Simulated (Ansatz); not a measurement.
# GeH2 (SMILES [GeH2]): FCI/STO-3G

Aim: the energy change on altering one bond length of GeH2 at FCI/STO-3G, from 2 runs. 

The results are computed with Ansatz 0.2.0.

41 further runs of the same task are left out: 7 that didn't finish, 34 set aside as unsound or not needed.

### 1 Starting point

GeH2: 3 atoms, total charge 0, spin state singlet. As SMILES, `[GeH2]`. The shape is that of a PBE0-D4/def2-TZVP optimisation.

Bond lengths: Ge1–H2 1.595 Å, Ge1–H3 1.594 Å. Angles: H2–Ge1–H3 90.6°.

### 2 The energy at FCI/STO-3G

run.yaml

```yaml
crystal:
  periodic: [false, false, false]
  atoms:
    - {symbol: Ge, position_ang: [-0.570100, 0.405100, -0.263700]}
    - {symbol: H, position_ang: [0.783000, 0.743600, 0.509000]}
    - {symbol: H, position_ang: [-0.212900, -1.148700, -0.245300]}
basis:
  gaussian: {orbitals: STO-3G}
correlation: {method: fci, frozen_orbitals: {Ge: 9, H: 0}}
accuracy: high
```

On the command line:

```bash
$ ansatz run run.yaml --threads 1 --pin off --max-ram 2610MiB --events-out events.jsonl --progress --plain --runs-dir runs
```

What it wrote:

```text
Warning: RAYON_NUM_THREADS=1 ignored (pool sized by the plan → 1); use --threads N
Functional definition: HF
  name "HF"
  exchange = exact_x
  correlation = 0
235 factors; integrals over basis functions are off by at most 1.3e-8 eV
mean field evaluation 1: about -55859.9166 eV, gradient 5.1e0 eV
mean field evaluation 2: about -55859.9265 eV, gradient 5.1e0 eV
mean field evaluation 4: about -55860.1038 eV, gradient 3.4e-1 eV
mean field evaluation 8: about -55860.1045 eV, gradient 1.4e-7 eV
mean field -55860.10452744 eV, -2052.8209780446 hartree, gradient 1.5e-8 eV, S^2 0.000000; 0 other end points of the search recorded, 0 dependent functions left out; unrestricted orbitals would lower it
mean field evaluation 16: about -55860.1274 eV, gradient 9.9e-2 eV
9 core orbitals not correlated: weight in the atoms' cores, before any rotation towards them, 1.000 or more for the frozen orbitals, at most 0.000 for the correlated occupied ones
reference -55860.10452744 eV, -2052.8209780446 hartree; 8, 8 occupied and 3, 3 virtual orbitals, 235 factors
state -55861.54571619 eV, -2052.8739407545 hartree
Total energy: -55861.54571619 eV, -2052.8739407545 hartree
```

Run time: 0.46 s. Hardware: 1 thread of AMD EPYC 7R43 (Zen 3), shared host; peak memory 0.094 GiB.

### 3 The distorted shape at the same level

input.yaml

```yaml
crystal:
  periodic: [false, false, false]
  atoms:
    - symbol: Ge
      position_ang: [-0.659390, 0.793507, -0.268299]
    - symbol: H
      position_ang: [0.693710, 1.132007, 0.504401]
    - symbol: H
      position_ang: [-0.212900, -1.148700, -0.245300]
basis:
  gaussian: {orbitals: STO-3G}
correlation: {method: fci, frozen_orbitals: {Ge: 9, H: 0}}
accuracy: high
```

On the command line:

```bash
$ ansatz run input.yaml --threads 1 --pin off --max-ram 2610MiB --events-out events.jsonl --progress --plain --runs-dir runs
```

What it wrote:

```text
Warning: RAYON_NUM_THREADS=1 ignored (pool sized by the plan → 1); use --threads N
[... 4 set-up lines as earlier in the session ...]
232 factors; integrals over basis functions are off by at most 1.2e-8 eV
mean field evaluation 1: about -55857.9373 eV, gradient 8.3e0 eV
mean field evaluation 2: about -55857.9468 eV, gradient 8.3e0 eV
mean field evaluation 4: about -55858.4555 eV, gradient 5.1e-1 eV
mean field evaluation 8: about -55858.4565 eV, gradient 1.5e-6 eV
mean field -55858.45645100 eV, -2052.7604123527 hartree, gradient 6.2e-8 eV, S^2 0.000000; 0 other end points of the search recorded, 0 dependent functions left out; unrestricted orbitals would lower it
mean field evaluation 16: about -55858.4532 eV, gradient 2.3e-1 eV
9 core orbitals not correlated: weight in the atoms' cores, before any rotation towards them, 1.000 or more for the frozen orbitals, at most 0.000 for the correlated occupied ones
reference -55858.45645100 eV, -2052.7604123527 hartree; 8, 8 occupied and 3, 3 virtual orbitals, 232 factors
state -55860.35669079 eV, -2052.8302448768 hartree
Total energy: -55860.35669079 eV, -2052.8302448768 hartree
```

Run time: 0.46 s. Hardware: 1 thread of AMD EPYC 7R43 (Zen 3), shared host; peak memory 0.096 GiB.

### 4 Results

At FCI/STO-3G, 9 core orbitals frozen:

| quantity | value |
| --- | --- |
| first shape: total energy | -2052.87394 Eh |
| first shape: correlation energy (9 core orbitals frozen) | -53.0 mEh |
| distorted shape: total energy | -2052.83024 Eh |
| distorted shape: correlation energy (9 core orbitals frozen) | -69.8 mEh |
| energy change with the Ge1–H3 bond stretched from 1.594 to 1.993 Å | 1.189 eV |

What this shows: With the Ge1–H3 bond stretched from 1.594 to 1.993 Å the energy rises by 1.19 eV (115 kJ/mol). The first shape isn't relaxed at this level, so the change isn't measured from a minimum. The minimal basis adds a large error of its own. The restricted solution (first shape) is unstable to spin breaking: an unrestricted one lies lower. The restricted solution (distorted shape) is unstable to spin breaking: an unrestricted one lies lower.
